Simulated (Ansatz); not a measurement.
# CH3AlBClO: basis-set convergence

Aim: see how fast density functionals converge with the basis set for CH3AlBClO.

The runs use Ansatz 0.2.0, Gaussian basis; one geometry, several basis sets.

The runs, in order: PBE0-D4/def2-SVP; ωB97M-V/def2-SVP; PBE0-D4/def2-QZVPP; ωB97M-V/def2-QZVPP; the functionals' def2-TZVPP values are taken from earlier runs.

## 1. Structure used throughout

An earlier PBE0-D4 in a triple-zeta def2 set relaxation fixed the geometry.

8 atoms, charge 0, spin multiplicity 1.

Atoms are counted from 1 here; the program's logs count them from 0.

Bond lengths: Al1–C2 1.957 Å, Al1–H6 1.579 Å, Al1–H7 1.583 Å, C2–Cl3 1.780 Å, C2–B4 1.520 Å, C2–O5 1.509 Å, B4–O5 1.326 Å, B4–H8 1.182 Å. Angles: C2–Al1–H6 119.4°, C2–Al1–H7 116.4°, H6–Al1–H7 124.2°, Al1–C2–Cl3 115.7°, Al1–C2–B4 128.7°, Al1–C2–O5 116.6°, Cl3–C2–B4 113.8°, Cl3–C2–O5 111.8°, B4–C2–O5 51.9°, C2–B4–O5 63.6°, C2–B4–H8 157.4°, O5–B4–H8 138.9°, C2–O5–B4 64.5°.

## 2. PBE0-D4 in def2-SVP

in.yaml reads:

```yaml
crystal:
  periodic: [false, false, false]
  atoms:
    - {symbol: Al, position_ang: [-0.250247, 1.525539, -0.234202]}
    - {symbol: C, position_ang: [0.284988, -0.266120, 0.342089]}
    - {symbol: Cl, position_ang: [1.108481, -0.357741, 1.917941]}
    - {symbol: B, position_ang: [-0.176394, -1.613472, -0.189556]}
    - {symbol: O, position_ang: [0.954279, -1.137531, -0.692451]}
    - {symbol: H, position_ang: [-0.336292, 2.688230, 0.830349]}
    - {symbol: H, position_ang: [-0.643301, 1.685573, -1.758800]}
    - {symbol: H, position_ang: [-0.849415, -2.581478, -0.271370]}
basis:
  gaussian: {orbitals: def2-SVP}
hamiltonian: {xc: pbe0, dispersion: d4}
output: {orbitals: {seedname: orbitals}}
```

Launch:

```console
> ansatz run in.yaml --threads 2 --pin off --events-out ev --progress --plain --max-ram 4352MiB
```

After this run come: ωB97M-V in def2-SVP; PBE0-D4 in def2-QZVPP; ωB97M-V in def2-QZVPP.

**Question.** What will the summary of the whole plan be? Wanted: PBE0-D4: double and triple zeta above quadruple; ωB97M-V: double and triple zeta above quadruple.

The runs gave:

```
                                       quantity           value
PBE0-D4: double and triple zeta above quadruple  11.78, 0.79 eV
ωB97M-V: double and triple zeta above quadruple  11.80, 0.75 eV
```

What this shows: PBE0-D4 gains 10.99 eV from double to triple zeta, then 0.79 eV more. Total energies overstate the basis error of differences, where much of it tends to cancel.
